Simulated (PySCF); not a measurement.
# C3H5ClO2Si: geometry, spin-spin couplings

Aim: predict the spin-spin couplings of C3H5ClO2Si (`C[Si]1(Cl)OC=CO1`).

Computed with PySCF 2.14.0, with density-fitted response routines of our own, on a single molecule in the gas phase. Atoms are numbered from 0 throughout.

## Step 1: The starting structure

12 atoms, charge 0, multiplicity 1; geometry from: GFN2-xTB. The atoms were then displaced at random by about 0.01 Å, so the start is not that level's minimum.

Bonds of the start (Å): C0–Si1 1.86, Si1–Cl2 2.01, Si1–O3 1.68, O3–C4 1.34, C4–C5 1.34, C5–O6 1.36, O6–Si1 1.67, C0–H7 1.10, C0–H8 1.07, C0–H9 1.12, C4–H10 1.06, C5–H11 1.08.

## Step 2: Geometry optimisation at PBE0-D3(BJ)/def2-SVP

What the job is given:

```
{"job": {"xc": "PBE0", "basis": "def2-SVP", "d3": "d3bj", "grid": 1, "shake": 0.01, "kind": "geom"}, "charge": 0, "multiplicity": 1}
C     -1.950350     0.299040    -0.384550
Si    -0.426550    -0.141530     0.584310
Cl    -0.900230    -0.671170     2.460800
O      0.554070    -1.282280    -0.160140
C      1.759790    -0.765380    -0.412050
C      1.890690     0.506990    -0.017150
O      0.772500     1.024390     0.553940
H     -1.726960     0.623970    -1.413560
H     -2.658540    -0.509400    -0.406000
H     -2.490040     1.145860     0.102000
H      2.466110    -1.412520    -0.858090
H      2.749200     1.153750    -0.073130
```

On the command line:

```console
$ OMP_NUM_THREADS=1 python probes_run.py task.json out
```

This one command runs all jobs of the session in turn.

**Question.** This job is followed by: B3LYP/6-31G* indirect spin-spin coupling, non-relativistic, gas phase. What will the session give for the following? point group; rotational constants (main isotopes); largest coupling of the table (B3LYP/6-31G*).

The runs gave:

```
                                    quantity                                            value
                                 point group                                               Cs
        rotational constants (main isotopes)                             2.79, 1.55, 1.35 GHz
largest coupling of the table (B3LYP/6-31G*)  1J(C,H) C4–H10, 199.1 Hz (mean over like pairs)
```

**Reading.** The start of the PBE0/def2-SVP relaxation was shaken at random by about 0.01 Å, so part of the energy gained, and of the first lengths quoted, undoes that. Over 6 steps the energy fell by 0.149 eV; of the close pairs, Si1–Cl2 changed most, 2.007 to 2.058 Å. Of the pairs tabulated at B3LYP/6-31G*, C4–H10 (mean over like pairs) couples most strongly (199.1 Hz; Fermi contact 198.2 Hz). Couplings across rotatable bonds belong to this one conformer; where others are populated, the observed values are averages. Couplings from bases without tight functions are rough.
